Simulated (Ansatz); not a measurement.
**BrH₃OSSi: basis-set convergence**

An exercise on one series of results from a longer session: the logs are not shown, and one member is left open.

Program: Ansatz 0.2.0, Gaussian basis. Level of theory: one geometry, several basis sets. These are calculated values, not measurements.

Levels to be run: PBE0-D4/def2-SVP; ωB97M-V/def2-SVP; PBE0-D4/def2-QZVPP; ωB97M-V/def2-QZVPP; the functionals' def2-TZVPP values are taken from earlier runs.

**The geometry**

An earlier PBE0-D4 in a triple-zeta def2 set relaxation fixed the geometry.

SMILES `O[SiH](S)Br`, 7 atoms, charge 0, spin multiplicity 1.

Atoms are counted from 1 here; the program's logs count them from 0.

Bond lengths: O1–Si2 1.628 Å, O1–H5 0.960 Å, Si2–S3 2.127 Å, Si2–Br4 2.224 Å, Si2–H6 1.472 Å, S3–H7 1.343 Å. Angles: Si2–O1–H5 118.0°, O1–Si2–S3 108.5°, O1–Si2–Br4 112.4°, O1–Si2–H6 105.9°, S3–Si2–Br4 108.8°, S3–Si2–H6 114.2°, Br4–Si2–H6 107.1°, Si2–S3–H7 94.0°.

Set-up of the first run:

File in.yaml:

```yaml
crystal:
  periodic: [false, false, false]
  atoms:
    - {symbol: O, position_ang: [0.036737, 1.647764, -0.362105]}
    - {symbol: Si, position_ang: [0.189629, 0.185490, 0.338029]}
    - {symbol: S, position_ang: [0.702435, -1.232652, -1.162080]}
    - {symbol: Br, position_ang: [-1.683718, -0.475636, 1.337252]}
    - {symbol: H, position_ang: [-0.574775, 1.733131, -1.096793]}
    - {symbol: H, position_ang: [1.207194, 0.346536, 1.389357]}
    - {symbol: H, position_ang: [0.183797, -2.272632, -0.489261]}
basis:
  gaussian: {orbitals: def2-SVP}
hamiltonian: {xc: pbe0, dispersion: d4}
output: {orbitals: {seedname: orbitals}}
```

The run is started by

```console
$ ansatz run in.yaml --threads 4 --pin off --events-out ev --progress --plain --max-ram 10444MiB
```

Steps of the session up to this table: PBE0-D4 in def2-SVP; ωB97M-V in def2-SVP; PBE0-D4 in def2-QZVPP; ωB97M-V in def2-QZVPP.

One table of the session follows, with a row left open; its other results are not shown here.

It belongs to the step «Functionals by basis». 

```
functional       basis  HOMO (eV)  LUMO (eV)
   PBE0-D4    def2-SVP      -7.78      -0.03
   PBE0-D4  def2-TZVPP      -7.90      -0.37
   PBE0-D4  def2-QZVPP      -7.93      -0.48
   ωB97M-V    def2-SVP      -9.94       2.01
   ωB97M-V  def2-TZVPP          ?          ?
   ωB97M-V  def2-QZVPP     -10.13       1.26
```

Estimate the missing values for ωB97M-V, def2-TZVPP.

As computed: HOMO (eV): -10.10; LUMO (eV): 1.54. In the column «HOMO (eV)» it lies between ωB97M-V, def2-QZVPP (-10.13) and ωB97M-V, def2-SVP (-9.94).
